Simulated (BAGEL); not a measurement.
# A workflow on GeH4O2 (SMILES [OH][GeH2][OH])

Aim: a series of 15 runs (PBE0/cc-pVDZ, RI-MP2/cc-pVDZ) of GeH4O2. 

The results are computed with BAGEL 1.2.2.

1 further run of the same task is left out (set aside as unsound or not needed).

## 1. The molecule

GeH4O2 has 7 atoms, charge 0, and is taken as a singlet. SMILES: `[OH][GeH2][OH]`. One bond was lengthened or shortened from a relaxed shape.

Bond lengths: O1–Ge2 1.509 Å, Ge2–O3 1.773 Å, O1–H4 0.959 Å, Ge2–H5 1.543 Å, Ge2–H6 1.525 Å, O3–H7 0.959 Å. Angles: O1–Ge2–O3 110.8°, O1–Ge2–H5 108.6°, O1–Ge2–H6 106.6°, O3–Ge2–H5 109.7°, O3–Ge2–H6 104.9°, Ge2–O1–H4 113.3°, Ge2–O3–H7 113.6°, H5–Ge2–H6 116.1°.

## 2. A single-point energy at PBE0/cc-pVDZ (density fitting with svp-jkfit) (run 1)

job.json

```json
{ "bagel" : [

{
  "title" : "molecule",
  "basis" : "cc-pvdz.json",
  "df_basis" : "svp-jkfit",
  "angstrom" : true,
  "geometry" : [
    { "atom" : "O", "xyz" : [   -1.264044,   -0.297031,   -0.102008 ] },
    { "atom" : "Ge", "xyz" : [    0.023500,    0.377000,    0.305300 ] },
    { "atom" : "O", "xyz" : [    1.347400,   -0.798900,    0.400600 ] },
    { "atom" : "H", "xyz" : [   -1.407644,   -0.299731,   -1.050208 ] },
    { "atom" : "H", "xyz" : [    0.363400,    1.460500,   -0.739100 ] },
    { "atom" : "H", "xyz" : [   -0.172500,    0.863100,    1.737300 ] },
    { "atom" : "H", "xyz" : [    1.625600,   -1.135200,   -0.453800 ] }
  ]
},
{
  "title" : "ks",
  "xc_func" : "pbe0"
},
{
  "title" : "print",
  "file" : "orbitals.molden",
  "orbitals" : true
}

]}
```

The basis set cc-pVDZ is read from a file made from the Basis Set Exchange's data (not shown).

On the command line:

```bash
BAGEL_NUM_THREADS=1 BAGEL job.json > job.out
```

What it wrote:

```text
* using 1 threads per process

  ===============================================================
  ===============================================================

  *** Geometry ***

  { "atom" : "O", "xyz" : [     -2.388697,     -0.561307,     -0.192767 ] },
  { "atom" : "Ge", "xyz" : [      0.044409,      0.712427,      0.576933 ] },
  { "atom" : "O", "xyz" : [      2.546217,     -1.509702,      0.757024 ] },
  { "atom" : "H", "xyz" : [     -2.660062,     -0.566410,     -1.984605 ] },
  { "atom" : "H", "xyz" : [      0.686726,      2.759945,     -1.396697 ] },
  { "atom" : "H", "xyz" : [     -0.325978,      1.631023,      3.283021 ] },
  { "atom" : "H", "xyz" : [      3.071939,     -2.145217,     -0.857558 ] },

  Number of auxiliary basis functions:      492

  Since a DF basis is specified, we compute 2- and 3-index integrals:
    o Being stored without compression. Storage requirement is 0.022 GB

  Number of basis functions:       75
  Number of electrons      :       52

    * METHOD: MOLECULE                             0.26

  *** Kohn-Sham DFT ***

    * Removing 11921 points whose weight is below 1.00e-10
    * Grid points: 92421

  === Nuclear Repulsion ===
   235.4043701968

       - DIIS with orbital gradients will be used.

  === KS iteration (pbe0 / cc-pvdz.json) ===
      0      -2206.19893510          0.12478263           0.34
      1      -2117.52387640          0.25938135           0.35
      2      -2189.70383273          0.15930374           0.35
      3      -2202.53886750          0.18775147           0.31
      4      -2228.77957243          0.03359246           0.30
      5      -2229.08594527          0.02391400           0.30
      6      -2229.29929334          0.01121601           0.31
      7      -2229.37136693          0.00165351           0.35
      8      -2229.37283340          0.00041720           0.34
      9      -2229.37291793          0.00004171           0.31
     10      -2229.37291854          0.00001441           0.31
     11      -2229.37291863          0.00000760           0.30
     12      -2229.37291866          0.00000080           0.32
     13      -2229.37291866          0.00000047           0.35
     14      -2229.37291866          0.00000017           0.34
     15      -2229.37291866          0.00000003           0.32
     16      -2229.37291866          0.00000001           0.31
     17      -2229.37291866          0.00000001           0.30
    * SCF iteration converged.

    * Permanent dipole moment:
           (    0.254521,    -0.151866,     1.103886) a.u.

    * METHOD: KS                                   6.27

    * METHOD: PRINT                                0.02

  ===============================================================
```

Run time: 6.9 s. Hardware: 1 thread of Arm Neoverse V1, shared host; peak memory 0.37 GiB.

## 3. Bond 2-1 at 1.776 A: a single-point energy at RI-MP2/cc-pVDZ (density fitting with svp-jkfit) (run 2)

input.json

```json
{ "bagel" : [

{
  "title" : "molecule",
  "basis" : "cc-pvdz.json",
  "df_basis" : "svp-jkfit",
  "angstrom" : true,
  "geometry" : [
    { "atom" : "O", "xyz" : [      -1.491302,      -0.416001,      -0.173901 ] },
    { "atom" : "Ge", "xyz" : [       0.023500,       0.377000,       0.305300 ] },
    { "atom" : "O", "xyz" : [       1.347400,      -0.798900,       0.400600 ] },
    { "atom" : "H", "xyz" : [      -1.634902,      -0.418701,      -1.122101 ] },
    { "atom" : "H", "xyz" : [       0.363400,       1.460500,      -0.739100 ] },
    { "atom" : "H", "xyz" : [      -0.172500,       0.863100,       1.737300 ] },
    { "atom" : "H", "xyz" : [       1.625600,      -1.135200,      -0.453800 ] }
  ]
},

{
  "title" : "hf"
},

{
  "title" : "mp2",
  "ncore" : 11
}

]}
```

The basis set cc-pVDZ is read from a file made from the Basis Set Exchange's data (not shown).

On the command line:

```bash
BAGEL_NUM_THREADS=1 BAGEL input.json > input.out
```

What it wrote:

```text
* using 1 threads per process

  ===============================================================
  ===============================================================

  *** Geometry ***

  { "atom" : "O", "xyz" : [     -2.818152,     -0.786128,     -0.328625 ] },
  { "atom" : "Ge", "xyz" : [      0.044409,      0.712427,      0.576933 ] },
  { "atom" : "O", "xyz" : [      2.546217,     -1.509702,      0.757024 ] },
  { "atom" : "H", "xyz" : [     -3.089517,     -0.791230,     -2.120464 ] },
  { "atom" : "H", "xyz" : [      0.686726,      2.759945,     -1.396697 ] },
  { "atom" : "H", "xyz" : [     -0.325978,      1.631023,      3.283021 ] },
  { "atom" : "H", "xyz" : [      3.071939,     -2.145217,     -0.857558 ] },

  Number of auxiliary basis functions:      492

  Since a DF basis is specified, we compute 2- and 3-index integrals:
    o Being stored without compression. Storage requirement is 0.022 GB

  Number of basis functions:       75
  Number of electrons      :       52

    * METHOD: MOLECULE                             0.26

  *** RHF ***

  === Nuclear Repulsion ===
   219.6793759115

      * DIIS with orbital gradients will be used.

  === RHF iteration (cc-pvdz.json) ===
      0      -2227.11463928          0.02208451           0.07
      1      -2227.28927873          0.01632155           0.06
      2      -2227.43074727          0.00115832           0.06
      3      -2227.43184854          0.00017357           0.06
      4      -2227.43187791          0.00004370           0.06
      5      -2227.43188063          0.00001059           0.07
      6      -2227.43188080          0.00000400           0.07
      7      -2227.43188081          0.00000160           0.07
      8      -2227.43188081          0.00000038           0.07
      9      -2227.43188081          0.00000010           0.07
     10      -2227.43188081          0.00000004           0.06
     11      -2227.43188081          0.00000001           0.07
     12      -2227.43188081          0.00000000           0.07
    * SCF iteration converged.

    * Permanent dipole moment:
           (   -0.149220,    -0.445408,     1.036653) a.u.

    * METHOD: HF                                   1.03

  *** RHF ***

  === Nuclear Repulsion ===
   219.6793759115

      * DIIS with orbital gradients will be used.

  === RHF iteration (cc-pvdz.json) ===
      0      -2227.43188081          0.00000000           0.07
    * SCF iteration converged.

    * Permanent dipole moment:
           (   -0.149220,    -0.445408,     1.036653) a.u.

  === DF-MP2 calculation ===

    * freezing 11 orbitals
    * 3-index integral transformation done
    * assembly done

      MP2 correlation energy:   -0.4996196248      0.04

      MP2 total energy:       -2227.9315004393

    * METHOD: MP2                                  0.19

  ===============================================================
```

It took 1.6 s on 1 thread of Arm Neoverse V1, shared host; peak memory 0.15 GiB.

Runs 3 to 6 aren't shown in full; the table further down has their settings and results.

## 4. Bond 2-1 at 2.397 A: a single-point energy at PBE0/cc-pVDZ (density fitting with svp-jkfit) (run 7)

input.json

```json
{ "bagel": [

{
  "title": "molecule",
  "basis": "cc-pvdz.json",
  "df_basis": "svp-jkfit",
  "angstrom": "true",
  "geometry": [
    { "atom": "O", "xyz": [      -2.021487,      -0.693554,      -0.341622 ] },
    { "atom": "Ge", "xyz": [       0.023500,       0.377000,       0.305300 ] },
    { "atom": "O", "xyz": [       1.347400,      -0.798900,       0.400600 ] },
    { "atom": "H", "xyz": [      -2.165087,      -0.696254,      -1.289822 ] },
    { "atom": "H", "xyz": [       0.363400,       1.460500,      -0.739100 ] },
    { "atom": "H", "xyz": [      -0.172500,       0.863100,       1.737300 ] },
    { "atom": "H", "xyz": [       1.625600,      -1.135200,      -0.453800 ] }
  ]
},

{
  "title": "ks",
  "xc_func": "pbe0"
},

{
  "title": "print",
  "file": "orbitals.molden",
  "orbitals": "true"
}

]}
```

The basis set cc-pVDZ is read from a file made from the Basis Set Exchange's data (not shown).

On the command line:

```bash
BAGEL_NUM_THREADS=1 BAGEL input.json > input.out
```

What it wrote:

```text
* using 1 threads per process

  ===============================================================
  ===============================================================

  *** Geometry ***

  { "atom" : "O", "xyz" : [     -3.820057,     -1.310627,     -0.645572 ] },
  { "atom" : "Ge", "xyz" : [      0.044409,      0.712427,      0.576933 ] },
  { "atom" : "O", "xyz" : [      2.546217,     -1.509702,      0.757024 ] },
  { "atom" : "H", "xyz" : [     -4.091421,     -1.315729,     -2.437410 ] },
  { "atom" : "H", "xyz" : [      0.686726,      2.759945,     -1.396697 ] },
  { "atom" : "H", "xyz" : [     -0.325978,      1.631023,      3.283021 ] },
  { "atom" : "H", "xyz" : [      3.071939,     -2.145217,     -0.857558 ] },

  Number of auxiliary basis functions:      492

  Since a DF basis is specified, we compute 2- and 3-index integrals:
    o Being stored without compression. Storage requirement is 0.022 GB

  Number of basis functions:       75
  Number of electrons      :       52

    * METHOD: MOLECULE                             0.26

  *** Kohn-Sham DFT ***

    * Removing 10648 points whose weight is below 1.00e-10
    * Grid points: 93694

  === Nuclear Repulsion ===
   195.7198524724

       - DIIS with orbital gradients will be used.

  === KS iteration (pbe0 / cc-pvdz.json) ===
      0      -2194.01956995          0.12836478           0.33
      1      -1999.29905507          0.22802917           0.30
      2      -2188.26713878          0.13854214           0.30
      3      -2208.88433001          0.14132366           0.30
      4      -2225.68445316          0.06189313           0.31
      5      -2220.78472973          0.09992180           0.30
      6      -2228.34758438          0.04348920           0.30
      7      -2226.95832150          0.06836205           0.30
      8      -2229.12046516          0.02203633           0.30
      9      -2229.19689874          0.01570094           0.31
     10      -2229.32124666          0.00899899           0.31
     11      -2229.36302464          0.00073598           0.30
     12      -2229.36323702          0.00032671           0.30
     13      -2229.36329224          0.00007335           0.30
     14      -2229.36329388          0.00005419           0.31
     15      -2229.36329538          0.00000710           0.30
     16      -2229.36329542          0.00000133           0.31
     17      -2229.36329543          0.00000055           0.30
     18      -2229.36329543          0.00000017           0.31
     19      -2229.36329543          0.00000004           0.31
     20      -2229.36329543          0.00000001           0.30
     21      -2229.36329543          0.00000001           0.30
    * SCF iteration converged.

    * Permanent dipole moment:
           (   -0.872432,    -0.648996,     0.677965) a.u.

    * METHOD: KS                                   7.17

    * METHOD: PRINT                                0.02

  ===============================================================
```

Wall time 7.8 s (1 thread of Arm Neoverse V1, shared host); peak memory 0.37 GiB.

Runs 8 to 14 aren't shown in full; the table further down has their settings and results.

## 5. Bond 2-1 at 4.972 A: a single-point energy at PBE0/cc-pVDZ (density fitting with svp-jkfit) (run 15)

input.json

```json
{ "bagel": [

{
  "title": "molecule",
  "basis": "cc-pvdz.json",
  "df_basis": "svp-jkfit",
  "angstrom": true,
  "geometry": [
    { "atom": "O", "xyz": [   -4.217981,   -1.843421,   -1.036473 ] },
    { "atom": "Ge", "xyz": [    0.023500,    0.377000,    0.305300 ] },
    { "atom": "O", "xyz": [    1.347400,   -0.798900,    0.400600 ] },
    { "atom": "H", "xyz": [   -4.361581,   -1.846121,   -1.984673 ] },
    { "atom": "H", "xyz": [    0.363400,    1.460500,   -0.739100 ] },
    { "atom": "H", "xyz": [   -0.172500,    0.863100,    1.737300 ] },
    { "atom": "H", "xyz": [    1.625600,   -1.135200,   -0.453800 ] }
  ]
},
{ "title": "ks", "xc_func": "pbe0" },
{ "title": "print", "file": "orbitals.molden", "orbitals": true }

]}
```

The basis set cc-pVDZ is read from a file made from the Basis Set Exchange's data (not shown).

On the command line:

```bash
BAGEL_NUM_THREADS=1 BAGEL input.json > input.out
```

What it wrote:

```text
* using 1 threads per process

  ===============================================================
  ===============================================================

  *** Geometry ***

  { "atom" : "O", "xyz" : [     -7.970829,     -3.483561,     -1.958650 ] },
  { "atom" : "Ge", "xyz" : [      0.044409,      0.712427,      0.576933 ] },
  { "atom" : "O", "xyz" : [      2.546217,     -1.509702,      0.757024 ] },
  { "atom" : "H", "xyz" : [     -8.242194,     -3.488663,     -3.750488 ] },
  { "atom" : "H", "xyz" : [      0.686726,      2.759945,     -1.396697 ] },
  { "atom" : "H", "xyz" : [     -0.325978,      1.631023,      3.283021 ] },
  { "atom" : "H", "xyz" : [      3.071939,     -2.145217,     -0.857558 ] },

  Number of auxiliary basis functions:      492

  Since a DF basis is specified, we compute 2- and 3-index integrals:
    o Being stored without compression. Storage requirement is 0.022 GB

  Number of basis functions:       75
  Number of electrons      :       52

    * METHOD: MOLECULE                             0.25

  *** Kohn-Sham DFT ***

    * Removing 9173 points whose weight is below 1.00e-10
    * Grid points: 95169

  === Nuclear Repulsion ===
   157.6031368844

       - DIIS with orbital gradients will be used.

  === KS iteration (pbe0 / cc-pvdz.json) ===
      0      -2186.90603130          0.09479553           0.33
      1      -1812.06378103          0.15713075           0.30
      2      -2124.99245914          0.10755105           0.31
      3      -2213.22430317          0.07402458           0.32
      4      -2177.59226980          0.07053966           0.31
      5      -2202.79920045          0.06278015           0.31
      6      -2227.67855786          0.04026248           0.30
      7      -2228.84007957          0.01864383           0.30
      8      -2224.19097481          0.06703831           0.32
      9      -2227.54257504          0.05676743           0.31
     10      -2228.08619639          0.04612238           0.30
     11      -2217.60131819          0.05708761           0.30
     12      -2228.85176208          0.01767020           0.31
     13      -2228.98722562          0.01120006           0.31
     14      -2229.03071850          0.01607667           0.30
     15      -2229.19773145          0.00363025           0.30
     16      -2228.87349369          0.01911628           0.30
     17      -2229.01196395          0.01655259           0.30
     18      -2229.17840427          0.00683349           0.31
     19      -2229.19898741          0.00334822           0.30
     20      -2229.20447594          0.00141016           0.30
     21      -2229.20535203          0.00073116           0.30
     22      -2229.20568127          0.00004520           0.30
     23      -2229.20568057          0.00005525           0.31
     24      -2229.20568247          0.00000413           0.31
     25      -2229.20568249          0.00000327           0.29
     26      -2229.20568252          0.00000145           0.29
     27      -2229.20568254          0.00000151           0.31
     28      -2229.20568269          0.00000059           0.30
     29      -2229.20568270          0.00000093           0.32
     30      -2229.20568270          0.00000023           0.31
     31      -2229.20568270          0.00000005           0.29
     32      -2229.20568270          0.00000002           0.30
     33      -2229.20568270          0.00000002           0.30
     34      -2229.20568270          0.00000001           0.31
    * SCF iteration converged.

    * Permanent dipole moment:
           (   -1.927385,    -1.119391,     0.437960) a.u.

    * METHOD: KS                                  11.13

    * METHOD: PRINT                                0.02

  ===============================================================
```

It took 12 s on 1 thread of Arm Neoverse V1, shared host; peak memory 0.38 GiB.

## 6. Overview of the runs

```csv
run,level,frozen core orbitals,partner,energy (Eh),dipole moment (D),HOMO energy (eV),LUMO energy (eV),wall time
1,PBE0/cc-pVDZ (density fitting with svp-jkfit),–,bond 2-1 at 1.509 A,-2229.372919,2.91,-8.19,1.03,6.9 s
2,RI-MP2/cc-pVDZ (density fitting with svp-jkfit),11,bond 2-1 at 1.776 A,-2227.931500,–,–,–,1.6 s
3,PBE0/cc-pVDZ (density fitting with svp-jkfit),–,bond 2-1 at 1.776 A,-2229.436208,2.59,-8.41,0.87,6 s
4,RI-MP2/cc-pVDZ (density fitting with svp-jkfit),11,bond 2-1 at 2.042 A,-2227.910905,–,–,–,1.8 s
5,PBE0/cc-pVDZ (density fitting with svp-jkfit),–,bond 2-1 at 2.042 A,-2229.415817,2.71,-7.75,-0.01,7.2 s
6,RI-MP2/cc-pVDZ (density fitting with svp-jkfit),11,bond 2-1 at 2.397 A,-2227.856228,–,–,–,1.9 s
7,PBE0/cc-pVDZ (density fitting with svp-jkfit),–,bond 2-1 at 2.397 A,-2229.363295,3.26,-6.91,-1.51,7.8 s
8,RI-MP2/cc-pVDZ (density fitting with svp-jkfit),11,bond 2-1 at 2.841 A,-2227.796729,–,–,–,2.1 s
9,PBE0/cc-pVDZ (density fitting with svp-jkfit),–,bond 2-1 at 2.841 A,-2229.306153,3.96,-6.39,-2.81,8.1 s
10,RI-MP2/cc-pVDZ (density fitting with svp-jkfit),11,bond 2-1 at 3.374 A,-2227.752359,–,–,–,2.3 s
11,PBE0/cc-pVDZ (density fitting with svp-jkfit),–,bond 2-1 at 3.374 A,-2229.259900,4.56,-6.19,-3.72,9.3 s
12,RI-MP2/cc-pVDZ (density fitting with svp-jkfit),11,bond 2-1 at 4.084 A,-2227.732854,–,–,–,2.2 s
13,PBE0/cc-pVDZ (density fitting with svp-jkfit),–,bond 2-1 at 4.084 A,-2229.224988,5.12,-5.82,-4.33,13 s
14,RI-MP2/cc-pVDZ (density fitting with svp-jkfit),11,bond 2-1 at 4.972 A,-2227.751609,–,–,–,2.6 s
15,PBE0/cc-pVDZ (density fitting with svp-jkfit),–,bond 2-1 at 4.972 A,-2229.205683,5.77,-5.58,-4.65,12 s
```

## 7. Outcome

| quantity | value |
| --- | --- |
| bond 2-1 at 4.972 A, run 15: total energy | -2229.20568 Eh |
| bond 2-1 at 4.972 A, run 15: dipole moment | 5.77 D |
| bond 2-1 at 4.972 A, run 15: HOMO energy | -5.58 eV |
| bond 2-1 at 4.972 A, run 15: LUMO energy | -4.65 eV |
| bond 2-1 at 4.972 A, run 15: HOMO–LUMO gap | 0.93 eV |

What this shows: In runs 10, 11, 12, 13, 14, 15 a closed-shell determinant meets a far-stretched bond, which it describes badly. All runs together took 84 s, the longest 13 s.
